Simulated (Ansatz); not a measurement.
# Sc3SnC, space group Pm-3m: a test of the smearing width

With Ansatz 0.2.0, Python API.

Run as a notebook:

**Cell 1**
```python
import warnings

import ansatz as az
```

**Cell 2**
```python
config = {
    "ecut": 530,
    "tolerance": 1e-09,
    "k_spacing": 0.29,
}
```

**Cell 3**
```python
warnings.simplefilter("ignore", az.DeckWarning)
```

**Cell 4**
```python
crystal = (
    az.Lattice.cubic(4.53027743)
    .space_group(221)
    .atom("Sc", (0.0, 0.5, 0.5))
    .atom("Sn", (0.0, 0.0, 0.0))
    .atom("C", (0.5, 0.5, 0.5))
)
```

**Cell 5**
```python
[site.symbol for site in crystal.resolved().sites]
```
Output:
```text
['Sc', 'Sc', 'Sc', 'Sn', 'C']
```

**Cell 6**
```python
base = (
    crystal.calculation()
    .basis(config["ecut"])
    .scf(tolerance=config["tolerance"])
    .kpoints(spacing=config["k_spacing"])
    .functional(az.Functional.R2SCAN)
    .forces()
    .stress()
)
```

**Cell 7**
```python
rows = []
for value in [0.3, 0.2, 0.1, 0.05]:
    r = base.occupations("gaussian", width=value).run().report
    rows.append((value, r["free_energy_ev"] / len(r["lattice"]["sites"]), r["n_iterations"], sum(r["stress_gpa"][i][i] for i in range(3)) / 3, max(abs(f) for row in r["forces_ev_ang"] for f in row), r["n_kpoints"]))
```

**Cell 8**
```python
print("  width (eV)   F/atom (eV)    iterations       P (GPa)  max component (eV/A)      k-points")
for row in rows:
    print(f"{str(row[0]):>12s}  {row[1]:12.5f}  {row[2]:12d}  {row[3]:12.3f}  {row[4]:20.4f}  {row[5]:12d}")

# the last row is the reference
for row in rows[:-1]:
    shift = 1000 * (row[1] - rows[-1][1])
    print(f"{row[0]}: {shift:+.2f} meV/atom" + ("  (within 1 meV)" if abs(shift) < 1 else ""))
```
Output:
```text
  width (eV)   F/atom (eV)    iterations       P (GPa)  max component (eV/A)      k-points
         0.3   -2543.33685            10        -0.452                0.0000            10
         0.2   -2543.33100            10        -0.515                0.0000            10
         0.1   -2543.32765             9        -0.563                0.0000            10
        0.05   -2543.32698             9        -0.571                0.0000            10
0.3: -9.87 meV/atom
0.2: -4.03 meV/atom
0.1: -0.67 meV/atom  (within 1 meV)
```

Going from 0.05 to 0.3 eV changes F by -9.9 meV an atom. With this scheme F falls roughly as the square of the width; the report's estimate for zero width (energy_sigma0_ev) moves by only +0.3 meV. The pressure moves from -0.57 to -0.45 GPa.

Caveats:
- Spin is left out of this run.
- The free energy holds a sizeable smearing term, which stands for no physical temperature.
- The program warned that this SCF threshold is loose for forces or stresses.
- Forces vanish by symmetry here and test nothing.
- The narrowest width needs the finest mesh, so the last row is no converged reference.
- Pressure is positive in compression.
- This cell is a computed structure, which may not be the phase found in nature.
- The script silences the warnings on its input, which a real study should read.
- Finished in 24 s on 1 thread of Arm Neoverse V2, with other jobs on the host, peak memory 0.64 GiB.
